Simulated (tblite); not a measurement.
# C2H8F3NSi2: the cost of one run

The runs use tblite 0.8.0 and PySCF 2.14.0, with density-fitted response routines of our own; the level of theory stands in each step. All values are computed, except where a source is named. Atoms count from 0, in the outputs and in this text.

### 1 The molecule as given

16 atoms, charge 1, multiplicity 2; geometry from: force field or distance geometry start.

Bonds of the start (Å): C0–Si1 1.87, Si1–N2 1.78, N2–Si3 1.79, Si1–C4 1.87, C4–F5 1.40, C4–F6 1.38, C4–F7 1.40, C0–H8 1.11, C0–H9 1.10, C0–H10 1.09, Si1–H11 1.48, N2–H12 1.04, Si3–H13 1.47, Si3–H14 1.47, Si3–H15 1.47.

### 2 Optimising the geometry with GFN2-xTB

The job: settings as JSON, then the geometry in Å.

```
{"job": {"kind": "relax", "xc": "GFN2-xTB", "basis": "xTB"}, "charge": 1, "multiplicity": 2}
C     -0.571600    -2.141700     0.154600
Si    -0.240000    -0.332900     0.504200
N      0.899700     0.347000    -0.676700
Si     2.175600     1.240100     0.196400
C     -1.847100     0.620600     0.552700
F     -2.164500     1.054100    -0.736700
F     -2.856500    -0.202500     1.001800
F     -1.712900     1.761800     1.344100
H     -1.644900    -2.193500    -0.131700
H     -0.470300    -2.679500     1.111400
H      0.082800    -2.567900    -0.607900
H      0.309900    -0.260100     1.872500
H      0.404600     0.943000    -1.373700
H      3.482500     0.834100    -0.338100
H      2.175700     0.902400     1.629600
H      1.969400     2.684000     0.021300
```

The run is started by

```
$ OMP_NUM_THREADS=1 python probes_run.py task.json out
```

The driver reads the jobs from task.json and runs them one after another.

Q: Estimate the wall time of this first job on 1 thread of Arm Neoverse V1, shared host.

About 1.2 s.
